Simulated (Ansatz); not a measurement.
# C2H5Si2: the cost of one run

Program: Ansatz 0.2.0, driven from Python. Level of theory: Hartree-Fock/6-31G*. These are calculated values, not measurements.

## Step 1: Starting point

Bond lengths: C1–C2 1.205 Å, C2–Si3 1.816 Å, Si3–Si4 2.233 Å, Si3–H5 1.470 Å, Si3–H6 1.470 Å, Si4–H7 1.470 Å, Si4–H8 1.470 Å, Si4–H9 1.470 Å. Angles: C1–C2–Si3 180.0°, C2–Si3–Si4 109.3°, C2–Si3–H5 109.5°, C2–Si3–H6 109.5°, Si4–Si3–H5 109.5°, Si4–Si3–H6 109.5°, H5–Si3–H6 109.6°, Si3–Si4–H7 109.4°, Si3–Si4–H8 109.4°, Si3–Si4–H9 109.4°, H7–Si4–H8 109.6°, H7–Si4–H9 109.5°, H8–Si4–H9 109.6°.

The script holds or builds the structure itself.

## Step 2: Script

Contents of c2h5si2_scan.py:

```python
import ansatz as az
import numpy as np

GEOMETRY = """
C     2.85370   -1.19260   -0.38870
C     1.94390   -0.42000   -0.22170
Si    0.57240    0.74270    0.02990
Si   -1.35240   -0.38780    0.07950
H     0.75750    1.45150    1.30470
H     0.54270    1.71280   -1.07460
H    -1.53340   -1.09810   -1.19510
H    -2.46580    0.55070    0.28320
H    -1.31870   -1.35930    1.18270
"""


def main() -> None:
    geometry = az.Crystal.molecule()
    for line in GEOMETRY.strip().splitlines():
        symbol, *xyz = line.split()
        geometry = geometry.atom(symbol, [float(v) for v in xyz])

    symbols = [site.symbol for site in geometry.cartesian_sites]
    start = np.array([site.position_ang for site in geometry.cartesian_sites])
    axis = (start[1] - start[2]) / np.linalg.norm(start[1] - start[2])
    moving = [0, 1]
    lengths, energies = [1.598, 1.67, 1.743, 1.816, 1.888, 1.961, 2.033, 2.142], []
    for length in lengths:
        xyz = start.copy()
        xyz[moving] += (length - np.linalg.norm(start[1] - start[2])) * axis
        point = az.Crystal.molecule()
        for symbol, place in zip(symbols, xyz):
            point = point.atom(symbol, place.tolist())
        job = point.calculation().basis(gaussian="6-31G*").functional("hf").spin("collinear", total=1)
        r = job.run(threads=1, backend="cpu").report
        energies.append(r["free_energy_ev"])
        print(f"r = {length:6.3f} A  E = {energies[-1]:.5f} eV  <S^2> = {abs(r['mean_field']['state']['spin_squared']):.3f}")

    fit = np.polynomial.Polynomial.fit(lengths, np.array(energies) - min(energies), 4).convert()
    roots = [r.real for r in fit.deriv().roots() if abs(r.imag) < 1e-9 and fit.deriv(2)(r.real) > 0]
    r_e = min(roots, key=lambda r: abs(r - lengths[int(np.argmin(energies))]))
    print(f"minimum of the fit at {r_e:.4f} A, force constant {fit.deriv(2)(r_e):.2f} eV/A^2")


if __name__ == "__main__":
    main()
```

## Step 3: The run

Started as:

```console
$ python c2h5si2_scan.py
```

What time and memory should one allow on 1 thread of Arm Neoverse V1, shared host?

About 56 s, with a peak of 0.26 GiB.
